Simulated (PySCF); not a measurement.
# CoCrF2H4O4 ([(H2O)FCo(mu-O)2Cr(H2O)F]): the cost of one run

Computed with PySCF 2.14.0 and routines of our own; the level stands in each step. Atoms count from 0.

## 1. The system as given

12 atoms, charge 0, high-spin multiplicity 6; geometry from: idealised, bond lengths from ionic radii.

The system (edge-sharing dimer): [(H2O)FCo(mu-O)2Cr(H2O)F]. The metals (Co(II), Cr(IV)) are 2.64 Å apart; the bridge angle is 96°; the spin sites are atom 0 (3 unpaired) and atom 1 (2 unpaired).

## 2. Magnetic exchange: PBE0/def2-SVP H:def2-SV(P)

The job: settings as JSON, then the geometry in Å.

```
{"job": {"kind": "bs", "xc": "PBE0", "basis": {"default": "def2-SVP", "H": "def2-SV(P)"}, "grid": 1}, "charge": 0, "high_spin_multiplicity": 6, "spin_sites": [[[0], 3], [[1], 2]]}
Co    -1.306600     0.000000    -0.023500
Cr     1.331400     0.000000    -0.023500
O      0.127300     1.176400    -0.023500
O      0.127300    -1.176400    -0.023500
O     -2.392800     0.000000     1.595900
H     -2.315800     0.589500     2.360100
H     -3.129000    -0.589500     1.814600
F     -2.359300    -0.000000    -1.593200
O      2.322900    -0.000000    -1.501800
H      3.059100     0.589500    -1.720500
H      2.245900    -0.589500    -2.265900
F      2.289500     0.000000     1.404900
```

Method: PBE0/def2-SVP H:def2-SV(P) high-spin and broken-symmetry single points, gas phase.

The run is started by

```console
$ OMP_NUM_THREADS=1 python exch_run.py task.json out
```

The driver reads the jobs from task.json and runs them one after another.

**Question.** How long does this first job take on 1 thread of Arm Neoverse N1, shared host?

About 3.5 min.
